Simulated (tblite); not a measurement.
# C3H13BO2Si3: the cost of one run

Computed with tblite 0.8.0 and PySCF 2.14.0, with density-fitted response routines of our own, on a single molecule in the gas phase. Atoms count from 0, in the outputs and in this text.

**1. The starting structure**

22 atoms, charge 0, multiplicity 1; geometry from: force field or distance geometry start.

Bonds of the start (Å): C0–C1 1.51, C1–C2 1.54, C2–Si3 1.86, Si3–O4 1.72, O4–B5 1.46, B5–Si6 1.97, Si6–O7 1.73, O7–Si8 1.73, Si8–Si3 2.25, C0–H9 1.10, C0–H10 1.12, C0–H11 1.12, C1–H12 1.13, C1–H13 1.11, C2–H14 1.11, C2–H15 1.11, Si3–H16 1.48, B5–H17 1.19, Si6–H18 1.46, Si6–H19 1.48, Si8–H20 1.48, Si8–H21 1.47.

**2. Geometry optimisation with GFN2-xTB**

Job settings and geometry (Å):

```
{"job": {"kind": "relax", "xc": "GFN2-xTB", "basis": "xTB"}, "charge": 0, "multiplicity": 1}
C     -3.557500     0.626000    -0.734700
C     -2.290600     0.465400     0.068600
C     -1.287300    -0.463300    -0.635800
Si     0.266100    -0.675800     0.360600
O      1.309700    -1.801100    -0.422700
B      2.537000    -1.846600     0.364400
Si     3.713000    -0.270000     0.425900
O      2.924300     1.022300     1.269300
Si     1.386600     1.266800     0.514400
H     -3.342600     1.076000    -1.720000
H     -4.064600    -0.356200    -0.882500
H     -4.268200     1.297800    -0.190200
H     -2.549200     0.035000     1.082000
H     -1.822500     1.460900     0.229400
H     -1.023600    -0.021500    -1.623700
H     -1.757100    -1.458300    -0.784000
H     -0.071700    -1.174800     1.716000
H      2.712800    -2.732200     1.135300
H      4.068000     0.146000    -0.929600
H      4.941600    -0.624000     1.169400
H      0.591100     2.226700     1.316300
H      1.574200     1.820300    -0.836700
```

Run with:

```console
$ OMP_NUM_THREADS=1 python probes_run.py task.json out
```

This one command runs all jobs of the session in turn.

Q: Estimate the wall time and peak memory of this first job on 1 thread of Arm Neoverse N1, shared host.

About 2.5 s, with a peak of 0.18 GiB.
